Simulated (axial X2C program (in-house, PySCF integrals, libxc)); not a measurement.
# All-electron X2C curves of PbH⁻

What are the state, bond length, wavenumber and bond energy of PbH⁻, and what does spin–orbit coupling change?

Method: all-electron X2C, Pb dyall-acv3z, H dyall-av3z; program: an in-house X2C program for linear molecules on PySCF integrals.

All values are calculated.

## (1) Input

Contents of task.json:

```json
{
 "zs": [
  82,
  1
 ],
 "q": -1,
 "bas": [
  "dyall-acv3z",
  "dyall-av3z"
 ],
 "levels": [
  "PBE0",
  "HF",
  "PBE50"
 ],
 "cc": true,
 "r0": 1.76,
 "thr": -1.0,
 "nmax": 90,
 "npts": 10,
 "nst": 2,
 "ntry": 6
}
```

Keys: zs atomic numbers; q charge; bas basis sets; levels methods (HF also brings MP2); cc coupled cluster on or off; r0 starting distance in Å; thr threshold in hartree for freezing inner shells (an s shell follows its p shell); nmax most natural virtual spinors; npts points asked for on the curve; nst determinants followed; ntry starts of the search.

On the command line:

```
> python so2c.py task.json out
```

Spin-free means the one-electron spin-free X2C Hamiltonian; two-component (2c) means X2C with spin–orbit coupling and atomic mean-field two-electron Coulomb and Gaunt terms. Basis: Pb dyall-acv3z contracted to [13s15p11d8f1g], H dyall-av3z contracted to [7s3p2d]; Gaussian nuclei, density fitting. Masses: Pb 207.977 u, H 1.008 u.

Notation: σ, π±, δ± give the projection m of an orbital's angular momentum (0, ±1, ±2), α and β its spin, Λ and M_S the sums; ω is the projection of a spinor's total angular momentum and Ω the sum. Logs are in hartree.

The results follow Hamiltonian by Hamiltonian and level by level.

## (2) State search with PBE0

PBE0 moves the distance from 1.760 Å to 1.905 Å and compares determinants there.

Spin-free determinants:

| ΔE (eV) | state | open shells |
| --- | --- | --- |
| 0.00 | M_S = 1, Λ = 0 | beyond closed shells: π+α, π-α |
| 0.58 | M_S = 0, Λ = 2 | beyond closed shells: π+α, π+β |
| 0.58 | M_S = 0, Λ = 0 | beyond closed shells: π+β, π-α |
| 1.58 | M_S = 1, Λ = 1 | beyond closed shells: σα, π+α |
| 1.61 | M_S = 0, Λ = 1 | beyond closed shells: σα, π+β |
| 1.89 | M_S = 1, Λ = 2 | beyond closed shells: 2 × π+α |
| 3.33 | M_S = 1, Λ = 3 | beyond closed shells: π+α, δ+α |

Two-component determinants:

```
ΔE (eV)  state                              open shells
   0.00  Ω = 0                             closed shell
   0.07  Ω = 1  excess of +ω over −ω: ω = -1/2, ω = 3/2
   0.59  Ω = 2   excess of +ω over −ω: ω = 1/2, ω = 3/2
   1.24  Ω = 1        excess of +ω over −ω: 2 × ω = 1/2
   1.29  Ω = 0                             closed shell
   2.42  Ω = 3        excess of +ω over −ω: 2 × ω = 3/2
   3.05  Ω = 2  excess of +ω over −ω: ω = -1/2, ω = 5/2
```

## (3) PBE0, spin-free

State followed: M_S = 1, Λ = 0 (beyond closed shells: π+α, π-α). The scan is laid around 1.905 Å, a first estimate of the minimum, and this SCF restarts from the orbitals of the search.

The SCF at the reference distance of 1.905 Å:

```text
spin-free X2C-1e  PBE0
basis functions 204  fitting functions 1055  grid points 5065
iter        total energy     max residual
   1     -20886.613925389     2.49e-05
   2     -20886.613925415     1.55e-05
   3     -20886.613925423     1.23e-05
converged
one-electron -28637.03878335  Coulomb 8123.07040426  exact exchange -97.38021179  xc functional -298.04356620  nuclear repulsion 22.77823165
```

Along the bond, energies from the lowest point:

```csv
R (Å),E (eV),μ (D),HOMO (eV),LUMO (eV),iterations
1.657,0.2607,-0.67,0.47,2.41,31
1.734,0.1004,-0.96,0.46,2.40,23
1.791,0.0338,-1.19,0.45,2.39,23
1.848,0.0027,-1.42,0.44,2.39,19
1.905,0.0000,-1.66,0.42,2.38,3
1.972,0.0248,-1.94,0.40,2.38,23
2.038,0.0725,-2.23,0.37,2.37,19
2.124,0.1580,-2.61,0.34,2.36,24
2.229,0.2867,-3.09,0.29,2.34,23
2.381,0.4983,-3.79,0.21,2.31,32
```

Dipoles are positive if H is the positive end and refer to the centre of mass.

Outer orbitals at the reference distance:

```tsv
symmetry	occupied	ε (eV)	atomic character
δ-α	yes	-17.32	100% Pb d
δ+α	yes	-17.32	100% Pb d
σα	yes	-17.29	98% Pb d
π-α	yes	-17.23	99% Pb d
π+α	yes	-17.23	99% Pb d
σβ	yes	-17.22	98% Pb d
δ+β	yes	-17.11	100% Pb d
δ-β	yes	-17.11	100% Pb d
π-β	yes	-17.11	99% Pb d
π+β	yes	-17.11	99% Pb d
σα	yes	-8.32	69% Pb s, 19% H s, 10% H p
σβ	yes	-7.22	66% Pb s, 22% H s, 9% H p
σα	yes	-1.98	48% Pb p, 39% H s, 7% Pb s
σβ	yes	-1.75	44% Pb p, 39% H s, 10% Pb s
π+α	yes	0.42	88% Pb p, 9% H p, 2% H d
π-α	yes	0.42	88% Pb p, 9% H p, 2% H d
σα	no	2.38	78% Pb p, 18% H s
σβ	no	2.74	81% Pb p, 15% H s, 2% Pb d
π-α	no	2.74	99% Pb p
π+α	no	2.74	99% Pb p
```

PBE0 fields in the half plane through the axis: z from -2.4 to 4.2 Å across, distance from the axis 0.15 to 2.25 Å upwards; Pb lies at z = 0 and H at z = 1.905 Å; the ELF is damped to zero where the density is low.

log10 density (e/bohr³). Ten even steps from ' ' (-4.60 ) to '@' (1.93 ):
```
....::::::::----------::::::::........        
..::::::------------------::::::::......      
..::::--------======----------::::::::....    
::::------==============----------::::::....  
::::----====++++++++==========------::::....  
::::--====++++******++++==========----::::....
::----====++**######**++++++++++====--::::....
::----==++++##%%@@%%##++++++++++++==----::....
```

ELF. Ten even steps from ' ' (0.00 ) to '@' (1.00 ):
```
  ..--==**########**++==--....                
  ..--++**########**++==::::......            
  ::==++**####******++==::::::----::..        
..::==++****++++======------++**##**++::      
..::==++++++==------------++%%@@@@@@%%**::    
..--++++++==--==++==--::--##@@@@@@@@@@%%++..  
..--++**++--==**++**==::==@@@@@@@@@@@@@@##..  
..--++**++==**--==--**::==@@@@@@@@@@@@@@##::  
```

Re = 1.882 Å, ωe = 1427 cm⁻¹, ωexe = 28.6 cm⁻¹, Be = 4.745 cm⁻¹, De = 2.35 eV, μ = -1.56 D.

## (4) HF, spin-free

Output at 1.905 Å:

```text
spin-free X2C-1e  HF
basis functions 204  fitting functions 1055  grid points 5065
iter        total energy     max residual
   1     -20880.710994611     6.24e-01
   2     -20880.743320187     1.57e-02
   3     -20880.744341896     2.26e-02
   4     -20880.744626152     4.34e-03
   5     -20880.744659896     8.22e-04
   6     -20880.744667375     8.56e-04
   7     -20880.744668495     1.62e-04
   8     -20880.744668924     1.71e-04
   9     -20880.744669142     1.78e-04
  10     -20880.744669242     4.72e-05
  11     -20880.744669265     1.26e-05
  12     -20880.744669269     1.14e-05
  13     -20880.744669270     2.39e-06
converged
one-electron -28637.89853493  Coulomb 8124.05135684  exact exchange -389.67572283  xc functional 0.00000000  nuclear repulsion 22.77823165
```

Re = 1.884 Å, ωe = 1425 cm⁻¹, ωexe = 33.5 cm⁻¹, Be = 4.734 cm⁻¹, De = 1.40 eV, μ = -1.51 D.

## (5) PBE50, spin-free

The SCF at the reference distance of 1.905 Å:

```text
spin-free X2C-1e  PBE50
basis functions 204  fitting functions 1055  grid points 5065
iter        total energy     max residual
   1     -20886.329288131     2.15e-01
   2     -20886.333299403     6.38e-03
   3     -20886.333394968     2.31e-02
   4     -20886.333573001     9.62e-04
   5     -20886.333575124     8.38e-05
   6     -20886.333575404     8.76e-05
   7     -20886.333575425     1.42e-05
   8     -20886.333575426     3.70e-06
converged
one-electron -28638.77057531  Coulomb 8124.86133332  exact exchange -194.79942985  xc functional -200.40313523  nuclear repulsion 22.77823165
```

Re = 1.863 Å, ωe = 1481 cm⁻¹, ωexe = 29.3 cm⁻¹, Be = 4.843 cm⁻¹, De = 2.30 eV, μ = -1.48 D.

## (6) MP2 and beyond, spin-free

Correlated methods: 6 electrons correlated (frozen shells, counted by type: Pb 5 s, 4 p, 3 d, 1 f; H none), 244 virtual spinors in MP2, 90 natural virtuals in coupled cluster.

Output of the correlated part at 1.905 Å:

```text
correlated 6  virtual 244  natural virtual 90  E(MP2) -0.078430058  MP2 remainder -0.002048864
iter   CCSD correlation   residual
   1     -0.088684104   9.67e-02
   2     -0.093145542   3.50e-02
   3     -0.093480115   9.37e-03
   4     -0.093565450   3.45e-03
   5     -0.093562323   1.29e-03
   6     -0.093563150   4.96e-04
   7     -0.093565949   1.79e-04
   8     -0.093565042   5.85e-05
   9     -0.093564975   2.06e-05
  10     -0.093565030   6.78e-06
  11     -0.093565102   2.01e-06
  12     -0.093565116   6.66e-07
(T) -0.003210473  T1 0.0209  D1 0.0335  max T2 0.080
```

T1 in the output is the amplitude norm over the root of the electron number; divide by √2 for the Lee–Taylor value.

MP2: Re = 1.888 Å, ωe = 1452 cm⁻¹, Be = 4.717 cm⁻¹, De = 2.14 eV.

CCSD: Re = 1.904 Å, ωe = 1392 cm⁻¹, ωexe = 28.7 cm⁻¹, Be = 4.634 cm⁻¹, De = 2.32 eV. T1 at Re = 0.015 (Lee–Taylor, the printed value over √2).

CCSD(T): Re = 1.907 Å, ωe = 1385 cm⁻¹, ωexe = 28.6 cm⁻¹, Be = 4.621 cm⁻¹, De = 2.35 eV. T1 at Re = 0.015 (Lee–Taylor, the printed value over √2).

## (7) A higher determinant, spin-free

State: M_S = 0, Λ = 2 (beyond closed shells: π+α, π+β).

Output at the reference distance:

```text
spin-free X2C-1e  PBE0
basis functions 204  fitting functions 1055  grid points 5065
iter        total energy     max residual
   1     -20886.592721233     1.76e-05
   2     -20886.592721235     2.05e-05
   3     -20886.592721239     2.11e-06
converged
one-electron -28635.85589540  Coulomb 8121.86885482  exact exchange -97.36791699  xc functional -298.01599532  nuclear repulsion 22.77823165
```

```csv
R (Å),E above the lowest PBE0 point (eV)
1.657,0.827
1.734,0.669
1.791,0.605
1.848,0.577
1.905,0.577
1.972,0.606
2.038,0.658
2.124,0.750
2.229,0.887
```

Re = 1.875 Å, ωe = 1459 cm⁻¹, ωexe = 27.8 cm⁻¹, Be = 4.781 cm⁻¹, μ = -1.44 D. Te = 0.58 eV.

## (8) The spin-free curves together

Energy (eV) of the followed determinant, spin-free, from each level's lowest point:

```csv
R (Å),PBE0,HF,MP2,CCSD,CCSD(T),PBE50
1.657,0.261,0.270,0.286,n/a,n/a,0.230
1.734,0.100,0.105,0.114,0.133,0.137,0.080
1.791,0.034,0.036,0.041,0.054,0.057,0.022
1.848,0.003,0.004,0.005,0.012,0.013,0.000
1.905,0.000,0.000,0.000,0.000,0.000,0.006
1.972,0.025,0.024,0.023,0.015,0.014,0.040
2.038,0.072,0.070,0.071,0.054,0.051,0.097
2.124,0.158,0.153,0.160,0.129,0.125,0.194
2.229,0.287,0.275,0.298,n/a,n/a,0.336
2.381,0.498,0.467,0.540,n/a,n/a,0.564
```

## (9) PBE0, 2c

State followed: Ω = 0 (closed shell). The scan is laid around 1.905 Å, a first estimate of the minimum, and this SCF restarts from the orbitals of the search.

Output at 1.905 Å:

```text
two-component X2C + atomic mean field  PBE0
basis functions 204  fitting functions 1055  grid points 5065
iter        total energy     max residual
   1     -20892.665572910     7.58e-05
   2     -20892.665572911     3.38e-06
converged
one-electron -28621.26777232  Coulomb 8121.49336203  exact exchange -97.36881124  xc functional -298.10710089  nuclear repulsion 22.77823165  atomic mean-field constant -20.19348214
```

Along the bond, energies from the lowest point:

```csv
R (Å),E (eV),μ (D),HOMO (eV),LUMO (eV),iterations
1.657,0.2762,-0.76,0.73,2.35,31
1.734,0.1149,-1.10,0.71,2.36,24
1.791,0.0452,-1.35,0.70,2.36,22
1.848,0.0092,-1.61,0.68,2.36,21
1.905,0.0000,-1.88,0.67,2.36,2
1.972,0.0153,-2.21,0.64,2.36,21
2.038,0.0517,-2.54,0.62,2.35,21
2.124,0.1203,-2.98,0.58,2.35,24
2.229,0.2251,-3.54,0.53,2.34,24
2.381,0.3967,-4.38,0.44,2.32,30
```

Dipoles are positive if H is the positive end and refer to the centre of mass.

Outer spinors at the reference distance:

```json
{"ω": "3/2", "occupied": "yes", "ε (eV)": "-18.46", "atomic character": "100% Pb d", "λ mixture": "81% δ, 19% π"}
{"ω": "1/2", "occupied": "yes", "ε (eV)": "-18.45", "atomic character": "99% Pb d", "λ mixture": "58% π, 42% σ"}
{"ω": "1/2", "occupied": "yes", "ε (eV)": "-15.91", "atomic character": "98% Pb d", "λ mixture": "58% σ, 42% π"}
{"ω": "5/2", "occupied": "yes", "ε (eV)": "-15.87", "atomic character": "100% Pb d", "λ mixture": "100% δ"}
{"ω": "3/2", "occupied": "yes", "ε (eV)": "-15.85", "atomic character": "99% Pb d", "λ mixture": "81% π, 19% δ"}
{"ω": "1/2", "occupied": "yes", "ε (eV)": "-7.60", "atomic character": "67% Pb s, 20% H s, 10% H p", "λ mixture": "100% σ"}
{"ω": "1/2", "occupied": "yes", "ε (eV)": "-1.85", "atomic character": "49% Pb p, 37% H s, 8% Pb s", "λ mixture": "96% σ, 4% π"}
{"ω": "1/2", "occupied": "yes", "ε (eV)": "0.67", "atomic character": "85% Pb p, 9% H p, 2% H d", "λ mixture": "95% π, 5% σ"}
{"ω": "3/2", "occupied": "no", "ε (eV)": "2.36", "atomic character": "95% Pb p, 4% H p", "λ mixture": "100% π"}
{"ω": "1/2", "occupied": "no", "ε (eV)": "2.45", "atomic character": "81% Pb p, 15% H s", "λ mixture": "100% σ"}
{"ω": "1/2", "occupied": "no", "ε (eV)": "2.79", "atomic character": "97% Pb p", "λ mixture": "98% π, 2% σ"}
{"ω": "1/2", "occupied": "no", "ε (eV)": "3.07", "atomic character": "55% H s, 24% Pb s, 18% Pb p", "λ mixture": "98% σ, 2% π"}
```

PBE0 fields in the half plane through the axis: z from -2.4 to 4.2 Å across, distance from the axis 0.15 to 2.25 Å upwards; Pb lies at z = 0 and H at z = 1.905 Å; the ELF is damped to zero where the density is low.

log10 density (e/bohr³). Ten even steps from '0' (-4.47 ) to '9' (1.93 ):
```
11222222222222211110000
11222333333322222111000
12223333333333222211100
12233444444333333221110
22334445554444333322110
22334556665444444332211
22344567776555554432211
23344568986555554432211
```

ELF. Ten even steps from '0' (0.00 ) to '9' (1.00 ):
```
00123444432110000000000
01234555543210000000000
01245555543211123210000
02345554443222467652000
12455543333235899986200
12455434543237999998510
13555446564249999999720
13554463436249999999720
```

Re = 1.899 Å, ωe = 1331 cm⁻¹, ωexe = 33.5 cm⁻¹, Be = 4.659 cm⁻¹, De = 2.01 eV, μ = -1.86 D.

## (10) HF, 2c

The SCF at the reference distance of 1.905 Å:

```text
two-component X2C + atomic mean field  HF
basis functions 204  fitting functions 1055  grid points 5065
iter        total energy     max residual
   1     -20886.664905747     1.04e+00
   2     -20886.696467171     1.55e-02
   3     -20886.697250084     3.20e-02
   4     -20886.697461549     4.83e-03
   5     -20886.697476588     8.14e-04
   6     -20886.697478418     4.87e-04
   7     -20886.697478748     4.61e-05
   8     -20886.697478790     3.12e-05
   9     -20886.697478798     1.60e-05
  10     -20886.697478799     2.47e-06
converged
one-electron -28621.80349150  Coulomb 8122.13911697  exact exchange -389.61785378  xc functional 0.00000000  nuclear repulsion 22.77823165  atomic mean-field constant -20.19348214
```

Re = 1.900 Å, ωe = 1335 cm⁻¹, ωexe = 38.1 cm⁻¹, Be = 4.658 cm⁻¹, De = 1.00 eV, μ = -1.82 D.

## (11) PBE50, 2c

The SCF at the reference distance of 1.905 Å:

```text
two-component X2C + atomic mean field  PBE50
basis functions 204  fitting functions 1055  grid points 5065
iter        total energy     max residual
   1     -20892.349363057     3.47e-01
   2     -20892.353296432     6.33e-03
   3     -20892.353382648     3.77e-02
   4     -20892.353566964     1.49e-03
   5     -20892.353569106     8.75e-05
   6     -20892.353569451     1.29e-04
   7     -20892.353569471     1.93e-05
   8     -20892.353569473     3.20e-06
converged
one-electron -28622.97696334  Coulomb 8123.25921070  exact exchange -194.77508748  xc functional -200.44547888  nuclear repulsion 22.77823165  atomic mean-field constant -20.19348214
```

Re = 1.879 Å, ωe = 1384 cm⁻¹, ωexe = 34.2 cm⁻¹, Be = 4.759 cm⁻¹, De = 2.02 eV, μ = -1.78 D.

## (12) Correlated methods, 2c

Correlated methods: 6 electrons correlated (frozen shells, counted by type: Pb 5 s, 4 p, 3 d, 1 f; H none), 244 virtual spinors in MP2, 90 natural virtuals in coupled cluster.

Output of the correlated part at 1.905 Å:

```text
correlated 6  virtual 244  natural virtual 90  E(MP2) -0.088029007  MP2 remainder -0.002757352
iter   CCSD correlation   residual
   1     -0.098926103   1.21e-01
   2     -0.104683976   6.25e-02
   3     -0.105733646   3.48e-02
   4     -0.106241044   1.91e-02
   5     -0.106269428   7.39e-03
   6     -0.106277440   1.86e-03
   7     -0.106287363   5.25e-04
   8     -0.106283751   1.81e-04
   9     -0.106283420   7.16e-05
  10     -0.106283526   2.67e-05
  11     -0.106283810   9.54e-06
  12     -0.106283859   3.57e-06
  13     -0.106283882   1.92e-06
  14     -0.106283887   1.08e-06
(T) -0.004114867  T1 0.0172  D1 0.0227  max T2 0.193
```

MP2: Re = 1.901 Å, ωe = 1371 cm⁻¹, Be = 4.652 cm⁻¹, De = 1.94 eV.

CCSD: Re = 1.921 Å, ωe = 1302 cm⁻¹, ωexe = 33.2 cm⁻¹, Be = 4.553 cm⁻¹, De = 1.81 eV. T1 at Re = 0.012 (Lee–Taylor, the printed value over √2).

CCSD(T): Re = 1.922 Å, ωe = 1301 cm⁻¹, ωexe = 32.7 cm⁻¹, Be = 4.548 cm⁻¹, De = 1.90 eV. T1 at Re = 0.012 (Lee–Taylor, the printed value over √2).

## (13) A higher determinant, 2c

State: Ω = 1 (excess of +ω over −ω: ω = -1/2, ω = 3/2).

Output at the reference distance:

```text
two-component X2C + atomic mean field  PBE0
basis functions 204  fitting functions 1055  grid points 5065
iter        total energy     max residual
   1     -20892.662889491     2.45e-05
   2     -20892.662889491     2.11e-06
converged
one-electron -28620.42833130  Coulomb 8120.66637493  exact exchange -97.37360360  xc functional -298.11207904  nuclear repulsion 22.77823165  atomic mean-field constant -20.19348214
```

```csv
R (Å),E above the lowest PBE0 point (eV)
1.657,0.316
1.734,0.165
1.791,0.102
1.848,0.074
1.905,0.073
1.972,0.098
2.038,0.145
2.124,0.228
2.229,0.351
```

Re = 1.879 Å, ωe = 1402 cm⁻¹, ωexe = 30.5 cm⁻¹, Be = 4.763 cm⁻¹, μ = -1.50 D. Te = 0.07 eV.

## (14) The 2c curves together

Energy (eV) of the followed determinant, 2c, from each level's lowest point:

```csv
R (Å),PBE0,HF,MP2,CCSD,CCSD(T),PBE50
1.657,0.276,0.283,0.296,n/a,n/a,0.242
1.734,0.115,0.117,0.124,0.146,0.147,0.091
1.791,0.045,0.046,0.049,0.064,0.065,0.029
1.848,0.009,0.009,0.010,0.018,0.018,0.001
1.905,0.000,0.000,0.000,0.000,0.000,0.000
1.972,0.015,0.015,0.016,0.007,0.006,0.024
2.038,0.052,0.051,0.054,0.035,0.035,0.069
2.124,0.120,0.119,0.127,0.096,0.095,0.148
2.229,0.225,0.221,0.239,n/a,n/a,0.264
2.381,0.397,0.384,0.423,n/a,n/a,0.450
```

Time for the job: 2.9 min (1 thread of Arm Neoverse V2, shared host); peak memory 0.5 GiB.

## (15) What came out

Lowest determinant that the search found at its distance, spin-free: M_S = 1, Λ = 0 (beyond closed shells: π+α, π-α).

Lowest determinant that the search found at its distance, 2c: Ω = 0 (closed shell).

| Hamiltonian | level | Re (Å) | ωe (cm⁻¹) | De (eV) | μ (D) |
| --- | --- | --- | --- | --- | --- |
| spin-free | PBE0 | 1.882 | 1427 | 2.35 | -1.56 |
| spin-free | HF | 1.884 | 1425 | 1.40 | -1.51 |
| spin-free | MP2 | 1.888 | 1452 | 2.14 | n/a |
| spin-free | CCSD | 1.904 | 1392 | 2.32 | n/a |
| spin-free | CCSD(T) | 1.907 | 1385 | 2.35 | n/a |
| spin-free | PBE50 | 1.863 | 1481 | 2.30 | -1.48 |
| 2c | PBE0 | 1.899 | 1331 | 2.01 | -1.86 |
| 2c | HF | 1.900 | 1335 | 1.00 | -1.82 |
| 2c | MP2 | 1.901 | 1371 | 1.94 | n/a |
| 2c | CCSD | 1.921 | 1302 | 1.81 | n/a |
| 2c | CCSD(T) | 1.922 | 1301 | 1.90 | n/a |
| 2c | PBE50 | 1.879 | 1384 | 2.02 | -1.78 |

Dipoles are positive if H is the positive end and refer to the centre of mass.

Time per point (s) on 1 thread of Arm Neoverse V2, shared host (2c runs; CCSD comes with the CCSD(T) run); the times are rough: PBE0 0.99, HF 0.73, MP2 0.79, CCSD(T) 2.3, PBE50 1.

What this shows: At CCSD(T), going from spin-free to two-component changes Re by +15 mÅ, ωe by -6.1 %, so spin–orbit coupling matters for this bond. De moves by -0.45 eV; both De rest on single-determinant atoms, which can miss part of an open shell's spin–orbit lowering.

De refers to Pb- + H; at PBE0, two-component, to Pb + H-; at MP2, two-component, to Pb + H-; at CCSD, two-component, to Pb + H-; at CCSD(T), two-component, to Pb + H-; at PBE50, two-component, to Pb + H-, each in the lowest determinant found, which need not be this curve's own limit. The state is a single determinant with fixed occupations, the lowest that a limited PBE0 search found. The closed shell is kept restricted; where the fragments are open shells, the energy then runs too high at long range. Dissociation energies refer to the lowest single-determinant-based atoms at the same level and basis. CCSD and (T) use frozen natural virtuals with an MP2 correction for the truncation. With several unpaired electrons one determinant need not be a pure state. With the outer-core shells frozen, correlated bond lengths of heavy atoms tend to come out a few hundredths of an ångström too long.
